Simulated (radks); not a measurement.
**Fractional charge and spin in the 5p shell of erbium**

Aim: the energy as the spin-up occupation of 5p runs from 2 to 3 and the spin-down one from 2 to 3, against the two flat planes that join the four corners. Added charge counts from the emptiest corner (up 2, down 2).

The numbers are computed with radks (a radial shooting solver on a logarithmic mesh, Libxc functionals) version 1 (scalar-relativistic Kohn-Sham, BLYP, spin-polarised, spherical densities, point nucleus), except any that are marked as measured or tabulated.

## 1. What is computed

* element: erbium (Z = 68)
* configuration: [Kr] 4d10 4f(up 6, down 6) 5s2 6s2 5p(up 3, down 3)

A shell typed twice in an input gives spin up, then spin down.

## 2. 5p: up 3, down 3

Input:

```text
Z 68
configuration [Kr] 4d10 4f6 4f6 5s2 6s2 5p3 5p3
relativity scalar-relativistic
functional b88,lyp
spin polarised
nucleus point
c 137.035999084
```

## 3. 5p: up 3, down 2.75

Input:

```text
Z 68
configuration [Kr] 4d10 4f6 4f6 5s2 6s2 5p3 5p2.75
relativity scalar-relativistic
functional b88,lyp
spin polarised
nucleus point
c 137.035999084
```

## 4. 5p: up 3, down 2.5

Input:

```text
Z 68
configuration [Kr] 4d10 4f6 4f6 5s2 6s2 5p3 5p2.5
relativity scalar-relativistic
functional b88,lyp
spin polarised
nucleus point
c 137.035999084
```

## 5. 5p: up 3, down 2.25

Input:

```text
Z 68
configuration [Kr] 4d10 4f6 4f6 5s2 6s2 5p3 5p2.25
relativity scalar-relativistic
functional b88,lyp
spin polarised
nucleus point
c 137.035999084
```

## 6. 5p: up 3, down 2

Input:

```text
Z 68
configuration [Kr] 4d10 4f6 4f6 5s2 6s2 5p3 5p2
relativity scalar-relativistic
functional b88,lyp
spin polarised
nucleus point
c 137.035999084
```

## 7. 5p: up 2.75, down 2.75

Input:

```text
Z 68
configuration [Kr] 4d10 4f6 4f6 5s2 6s2 5p2.75 5p2.75
relativity scalar-relativistic
functional b88,lyp
spin polarised
nucleus point
c 137.035999084
```

## 8. 5p: up 2.75, down 2.5

Input:

```text
Z 68
configuration [Kr] 4d10 4f6 4f6 5s2 6s2 5p2.75 5p2.5
relativity scalar-relativistic
functional b88,lyp
spin polarised
nucleus point
c 137.035999084
```

## 9. 5p: up 2.75, down 2.25

Input:

```text
Z 68
configuration [Kr] 4d10 4f6 4f6 5s2 6s2 5p2.75 5p2.25
relativity scalar-relativistic
functional b88,lyp
spin polarised
nucleus point
c 137.035999084
```

## 10. 5p: up 2.75, down 2

Input:

```text
Z 68
configuration [Kr] 4d10 4f6 4f6 5s2 6s2 5p2.75 5p2
relativity scalar-relativistic
functional b88,lyp
spin polarised
nucleus point
c 137.035999084
```

## 11. 5p: up 2.5, down 2.5

Input:

```text
Z 68
configuration [Kr] 4d10 4f6 4f6 5s2 6s2 5p2.5 5p2.5
relativity scalar-relativistic
functional b88,lyp
spin polarised
nucleus point
c 137.035999084
```

## 12. 5p: up 2.5, down 2.25

Input:

```text
Z 68
configuration [Kr] 4d10 4f6 4f6 5s2 6s2 5p2.5 5p2.25
relativity scalar-relativistic
functional b88,lyp
spin polarised
nucleus point
c 137.035999084
```

## 13. 5p: up 2.5, down 2

Input:

```text
Z 68
configuration [Kr] 4d10 4f6 4f6 5s2 6s2 5p2.5 5p2
relativity scalar-relativistic
functional b88,lyp
spin polarised
nucleus point
c 137.035999084
```

## 14. 5p: up 2.25, down 2.25

Input:

```text
Z 68
configuration [Kr] 4d10 4f6 4f6 5s2 6s2 5p2.25 5p2.25
relativity scalar-relativistic
functional b88,lyp
spin polarised
nucleus point
c 137.035999084
```

## 15. 5p: up 2.25, down 2

Input:

```text
Z 68
configuration [Kr] 4d10 4f6 4f6 5s2 6s2 5p2.25 5p2
relativity scalar-relativistic
functional b88,lyp
spin polarised
nucleus point
c 137.035999084
```

## 16. 5p: up 2, down 2

Input:

```text
Z 68
configuration [Kr] 4d10 4f6 4f6 5s2 6s2 5p2 5p2
relativity scalar-relativistic
functional b88,lyp
spin polarised
nucleus point
c 137.035999084
```

Q: Predict the outcome of this session. Wanted: for each run, down \ up; 2; 2.25; 2.5; 2.75; 3.

The runs gave:

```tsv
down \ up	2	2.25	2.5	2.75	3
2	0.000	-1.157	-1.532	-1.141	0.000
2.25	-1.157	-1.479	-1.037	0.153	-1.031
2.5	-1.532	-1.037	0.204	-0.930	-1.357
2.75	-1.141	0.153	-0.930	-1.308	-1.004
3	0.000	-1.031	-1.357	-1.004	0.000
```

The table gives the energy in eV minus the planes, whose edge runs along up + down = one added electron; mirror points follow by spin symmetry. With half an added electron in each spin it lies 0.20 eV above the planes. With half an electron added in spin up alone it lies 1.53 eV below them. The planes are only a guide here: the condition holds for ground states with one frontier orbital, and this shell is degenerate.
